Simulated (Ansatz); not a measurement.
BH₃OSi, SMILES B1O[SiH2]1, the interaction energy of a dimer with the counterpoise correction

With the Python package of Ansatz (0.2.0).

Run as a notebook:

In [1]:
```python
import ansatz
```

In [2]:
```python
FIRST = [
    ('B', (-0.8368, -0.6977, -0.5489)),
    ('O', (0.3598, -1.1302, 0.0475)),
    ('Si', (0.491, 0.5317, 0.1934)),
    ('H', (-1.9921, -0.6489, -0.5827)),
    ('H', (1.5487, 1.0322, -0.736)),
    ('H', (0.4295, 0.913, 1.6268)),
]
SECOND = [
    ('B', (-2.3351, -3.0567, 1.4284)),
    ('O', (-2.816, -4.2931, 1.8917)),
    ('Si', (-1.4326, -4.7547, 1.0709)),
    ('H', (-1.9205, -1.9941, 1.6214)),
    ('H', (-1.8128, -5.4763, -0.1812)),
    ('H', (-0.4332, -5.2809, 2.0342)),
]
```

In [3]:
```python
def energy(atoms, ghosts=()):
    molecule = ansatz.Crystal.molecule()
    for symbol, xyz in atoms:
        molecule = molecule.atom(symbol, xyz)
    calc = (
        molecule.calculation()
        .basis(gaussian='def2-SVPD')
        .functional('hf')
    )
    deck = calc.input()
    if ghosts:
        deck = deck.set(ansatz.key.basis.gaussian.ghost_atoms, [{'symbol': s, 'position_ang': list(xyz)} for s, xyz in ghosts])
    return ansatz.Session.from_dict(deck).plan().execute().report['free_energy_ev']
```

In [4]:
```python
both = energy(FIRST + SECOND)
alone = energy(FIRST) + energy(SECOND)
ghosted = energy(FIRST, SECOND) + energy(SECOND, FIRST)
print(f'dimer {both:.6f} eV')
print(f'interaction, uncorrected   {(both - alone):8.3f} eV')
print(f'interaction, counterpoise  {(both - ghosted):8.3f} eV')
print(f'basis-set superposition    {(alone - ghosted):8.3f} eV')
```
```text
dimer -21225.939636 eV
interaction, uncorrected      0.060 eV
interaction, counterpoise     0.088 eV
basis-set superposition       0.028 eV
```

Uncorrected it is 0.060 eV, with the counterpoise correction 0.088 eV; the difference, 0.03 eV, is the superposition error. In this basis both values are repulsive.

Total energies depend on the basis set; only differences at equal settings carry meaning. The dimer is a generated trial pose of unrelaxed monomers, not a minimum, so the figure is no binding energy, and the basis set is small. Hartree-Fock leaves correlation out, so bond, atomisation and ionisation energies come out well too low. This level lacks the dispersion part of the attraction (electrostatics and induction are there), which can decide the sign where the interaction is weak. Hardware and time: 8.1 s on 1 thread of Arm Neoverse V1 (shared host), peak memory 0.42 GiB.

(Lines on the test bed's own set-up are left out of the output.)
